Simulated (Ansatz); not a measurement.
Write a Python script for Ansatz's Python interface that makes harmonic frequencies at the relaxed geometry of C₃H₄BFS, SMILES CSB1C=C1F. Settings (for the species named): PBE0, 6-31G* basis, multiplicity 1.

```yaml
atoms:
  - { symbol: C, position_ang: [-0.2994, -1.4734, 1.2603] }
  - { symbol: S, position_ang: [1.0560, -0.2827, 1.3507] }
  - { symbol: B, position_ang: [0.5490, 0.6586, -0.2274] }
  - { symbol: C, position_ang: [0.7113, 0.8765, -1.6932] }
  - { symbol: C, position_ang: [-0.1419, 1.7453, -0.9382] }
  - { symbol: F, position_ang: [-0.9676, 2.8456, -0.8615] }
  - { symbol: H, position_ang: [-1.2789, -0.8665, 1.3010] }
  - { symbol: H, position_ang: [-0.2611, -1.9955, 0.2986] }
  - { symbol: H, position_ang: [-0.2986, -2.1145, 2.1474] }
  - { symbol: H, position_ang: [1.0142, 0.5554, -2.6346] }
```

Script `freq_c3h4bfs.py`:
```python
"""Harmonic frequencies of C3H4BFS at its relaxed geometry."""

import ansatz as az
import numpy as np

geometry_ang = [
    ("C", (-0.2994, -1.4734, 1.2603)),
    ("S", (1.056, -0.2827, 1.3507)),
    ("B", (0.549, 0.6586, -0.2274)),
    ("C", (0.7113, 0.8765, -1.6932)),
    ("C", (-0.1419, 1.7453, -0.9382)),
    ("F", (-0.9676, 2.8456, -0.8615)),
    ("H", (-1.2789, -0.8665, 1.301)),
    ("H", (-0.2611, -1.9955, 0.2986)),
    ("H", (-0.2986, -2.1145, 2.1474)),
    ("H", (1.0142, 0.5554, -2.6346)),
]
molecule = az.Crystal.molecule()
for symbol, xyz in geometry_ang:
    molecule = molecule.atom(symbol, xyz)

job = (
    molecule.calculation()
    .basis(gaussian="6-31G*")  # the orbital basis, by name
    .functional("pbe0")
)
symbols = [site.symbol for site in molecule.cartesian_sites]
start = np.array([site.position_ang for site in molecule.cartesian_sites], dtype=float)
def progress(event):
    if event["event"] == "relax_step":
        row = event["data"]
        print(f"step {row['step']:3d}  E = {row['lagrangian_ev']:.6f} eV  largest force component {row['allowed_force_max_ev_ang']:.4f} eV/A")


data = job.relax(force_tolerance=0.003).session().plan().execute(on_event=progress).report
end = np.array(data["positions_ang"])

print("final positions (A) and the move of each atom")
for symbol, xyz, old in zip(symbols, end, start):
    print(f"{symbol:2s} {xyz[0]:10.5f} {xyz[1]:10.5f} {xyz[2]:10.5f}   {np.linalg.norm(xyz - old):7.4f}")

# same settings at the minimum
minimum = az.Crystal.molecule()
for symbol, place in zip(symbols, end):
    minimum = minimum.atom(symbol, place.tolist())
vibrating = (
    minimum.calculation()
    .basis(gaussian="6-31G*")  # the orbital basis, by name
    .functional("pbe0")
    .phonons(temperatures=(298.15, 498.15, 100))
)
vib = vibrating.run().report["vibrations"]
sums = vib["harmonic_sums"]
modes = [m["omega_inv_cm"] for m in sums["modes_at_gamma"] if m["rigid_motion"] == "no"]
for number, w in enumerate(modes, start=1):
    print(f"mode {number:2d} {w:9.1f} 1/cm {w / 8065.544 * 1000:8.2f} meV")
print("imaginary modes:", sum(w < 0 for w in modes), " zero-point energy:", round(sums["zero_point_energy_ev"], 4), "eV")
print("T (K)   F_vib (eV)   S_vib (meV/K)   C_vib (meV/K)")
for row in zip(sums["temperatures_k"], sums["vibrational_free_energy_ev"], vib["entropy_ev_per_k"], vib["heat_capacity_ev_per_k"]):
    print(f"{row[0]:6.1f} {row[1]:11.4f} {1000 * row[2]:13.4f} {1000 * row[3]:15.4f}")
```

```console
$ python freq_c3h4bfs.py
step   1  E = -17390.897795 eV  largest force component 3.1220 eV/A
step   2  E = -17391.455653 eV  largest force component 1.0083 eV/A
step   3  E = -17391.381779 eV  largest force component 1.6288 eV/A
step   4  E = -17391.570496 eV  largest force component 0.4848 eV/A
step   5  E = -17391.587206 eV  largest force component 0.1368 eV/A
step   6  E = -17391.615726 eV  largest force component 0.3157 eV/A
step   7  E = -17391.666540 eV  largest force component 0.6024 eV/A
step   8  E = -17391.747186 eV  largest force component 0.8313 eV/A
step   9  E = -17391.836935 eV  largest force component 0.6877 eV/A
step  10  E = -17391.915721 eV  largest force component 0.4308 eV/A
step  11  E = -17391.947573 eV  largest force component 0.8326 eV/A
step  12  E = -17391.969555 eV  largest force component 0.4465 eV/A
step  13  E = -17391.985264 eV  largest force component 0.1430 eV/A
step  14  E = -17391.987387 eV  largest force component 0.0638 eV/A
step  15  E = -17391.989191 eV  largest force component 0.1134 eV/A
step  16  E = -17391.990622 eV  largest force component 0.1162 eV/A
step  17  E = -17391.992160 eV  largest force component 0.0977 eV/A
step  18  E = -17391.993182 eV  largest force component 0.0797 eV/A
step  19  E = -17391.993906 eV  largest force component 0.0527 eV/A
step  20  E = -17391.994271 eV  largest force component 0.0464 eV/A
step  21  E = -17391.994242 eV  largest force component 0.0617 eV/A
step  22  E = -17391.994463 eV  largest force component 0.0181 eV/A
step  23  E = -17391.994544 eV  largest force component 0.0064 eV/A
step  24  E = -17391.994571 eV  largest force component 0.0076 eV/A
step  25  E = -17391.994576 eV  largest force component 0.0027 eV/A
final positions (A) and the move of each atom
C    -0.41220   -1.35936    1.45323    0.2509
S     1.14804   -0.95405    0.59558    1.0146
B     0.63434    0.33346   -0.51623    0.4432
C     0.97133    1.32646   -1.58955    0.5299
C    -0.29508    1.27422   -1.16593    0.5452
F    -1.45130    1.86006   -1.40123    1.2233
H    -0.79566   -0.49290    1.99513    0.9246
H    -1.16347   -1.71764    0.74708    1.0453
H    -0.18525   -2.15474    2.16688    0.1219
H     1.63226    1.83329   -2.28185    1.4627
mode  1      79.3 1/cm     9.84 meV
mode  2     107.7 1/cm    13.35 meV
mode  3     122.8 1/cm    15.23 meV
mode  4     261.2 1/cm    32.38 meV
mode  5     292.9 1/cm    36.31 meV
mode  6     453.4 1/cm    56.21 meV
mode  7     534.2 1/cm    66.23 meV
mode  8     584.9 1/cm    72.52 meV
mode  9     732.8 1/cm    90.86 meV
mode 10     813.0 1/cm   100.80 meV
mode 11     899.9 1/cm   111.58 meV
mode 12     994.4 1/cm   123.29 meV
mode 13     995.7 1/cm   123.45 meV
mode 14    1020.5 1/cm   126.52 meV
mode 15    1258.8 1/cm   156.07 meV
mode 16    1379.0 1/cm   170.97 meV
mode 17    1403.5 1/cm   174.01 meV
mode 18    1503.5 1/cm   186.40 meV
mode 19    1506.5 1/cm   186.79 meV
mode 20    1784.1 1/cm   221.20 meV
mode 21    3101.0 1/cm   384.47 meV
mode 22    3199.3 1/cm   396.66 meV
mode 23    3203.7 1/cm   397.21 meV
mode 24    3285.7 1/cm   407.38 meV
imaginary modes: 0  zero-point energy: 1.8299 eV
T (K)   F_vib (eV)   S_vib (meV/K)   C_vib (meV/K)
 298.1      1.7318        0.7026          0.7129
 398.1      1.6497        0.9368          0.9111
 498.1      1.5448        1.1595          1.0774
```

What to keep in mind:
- Total energies depend on the basis set; only differences at equal settings carry meaning.
- The frequencies are harmonic and unscaled, in a modest basis. The result belongs to the one conformer reached from this start, and soft torsions count as harmonic oscillators.
- The whole script took 6.7 min on 1 thread of Arm Neoverse V1 (shared host), peak memory 0.3 GiB.

(Lines on the test bed's own set-up are left out of the output.)
